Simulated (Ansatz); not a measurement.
# C6H16Si (SiEt2Me2): the cost of one run

Method: RKS B3LYP-D4/def2-SVP; program: Ansatz 0.2.0, Gaussian basis.

Plan: relaxation at B3LYP-D4/def2-SVP; a single point at PBE0-D4/def2-TZVP.

2 further runs of the same task are left out: 2 set aside as unsound or not needed.

## Step 1: Where the work starts

23 atoms, charge 0, spin multiplicity 1.

Atoms are counted from 1 here; the program's logs count them from 0.

Bond lengths: Si1–C2 1.915 Å, Si1–C9 1.916 Å, Si1–C16 1.910 Å, Si1–C20 1.908 Å, C2–C3 1.525 Å, C2–H4 1.091 Å, C2–H5 1.091 Å, C3–H6 1.089 Å, C3–H7 1.087 Å, C3–H8 1.087 Å, C9–C10 1.525 Å, C9–H11 1.091 Å, C9–H12 1.091 Å, C10–H13 1.089 Å, C10–H14 1.087 Å, C10–H15 1.087 Å, C16–H17 1.086 Å, C16–H18 1.086 Å and more. Angles: C2–Si1–C9 109.5°, C2–Si1–C16 110.0°, C2–Si1–C20 108.5°, C9–Si1–C16 109.5°, C9–Si1–C20 110.1°, C16–Si1–C20 109.3°, Si1–C2–C3 113.8°, Si1–C2–H4 109.7°, Si1–C2–H5 109.3°, C3–C2–H4 108.8°, C3–C2–H5 108.7°, H4–C2–H5 106.2°, C2–C3–H6 110.9°, C2–C3–H7 110.6°, C2–C3–H8 110.6°, H6–C3–H7 108.1°, H6–C3–H8 108.2°, H7–C3–H8 108.2° and more.

The start is a GFN2-xTB geometry.

## Step 2: Relaxation at B3LYP-D4/def2-SVP

The input, in.yaml:

```yaml
crystal:
  periodic: [false, false, false]
  atoms:
    - {symbol: Si, position_ang: [-0.379500, -0.166900, -0.007890]}
    - {symbol: C, position_ang: [-0.350560, -0.144640, 1.907120]}
    - {symbol: C, position_ang: [0.394810, 1.046510, 2.498520]}
    - {symbol: H, position_ang: [0.104600, -1.063650, 2.279380]}
    - {symbol: H, position_ang: [-1.374820, -0.138650, 2.282510]}
    - {symbol: H, position_ang: [0.374140, 1.017220, 3.586950]}
    - {symbol: H, position_ang: [1.434260, 1.045110, 2.179680]}
    - {symbol: H, position_ang: [-0.058790, 1.980410, 2.176170]}
    - {symbol: C, position_ang: [1.416790, -0.227540, -0.673080]}
    - {symbol: C, position_ang: [1.499650, -0.407810, -2.185210]}
    - {symbol: H, position_ang: [1.962490, -1.041390, -0.192560]}
    - {symbol: H, position_ang: [1.938390, 0.692150, -0.403400]}
    - {symbol: H, position_ang: [2.535980, -0.418900, -2.520010]}
    - {symbol: H, position_ang: [1.036820, -1.344400, -2.484790]}
    - {symbol: H, position_ang: [0.987150, 0.402930, -2.696630]}
    - {symbol: C, position_ang: [-1.251040, 1.400530, -0.664740]}
    - {symbol: H, position_ang: [-2.233940, 1.522590, -0.218990]}
    - {symbol: H, position_ang: [-1.385100, 1.354720, -1.741280]}
    - {symbol: H, position_ang: [-0.677270, 2.296120, -0.444780]}
    - {symbol: C, position_ang: [-1.342970, -1.711840, -0.579810]}
    - {symbol: H, position_ang: [-0.835430, -2.627440, -0.292120]}
    - {symbol: H, position_ang: [-1.457880, -1.725940, -1.658900]}
    - {symbol: H, position_ang: [-2.337790, -1.739180, -0.146150]}
basis:
  gaussian: {orbitals: def2-SVP}
hamiltonian: {xc: {name: B3LYP}, dispersion: d4}
scf: {lower_state_search: "off"}
output: {orbitals: {seedname: orbitals}}
relax: {f_tol: 0.02, max_steps: 100}
```

On the command line:

```sh
$ ansatz run in.yaml --threads 4 --pin off --events-out ev --progress --plain --max-ram 4787MiB
```

Q: Estimate wall time and peak memory on 4 threads of Intel Xeon at 2.50GHz, shared host.

About 62 s, with a peak of 0.58 GiB.
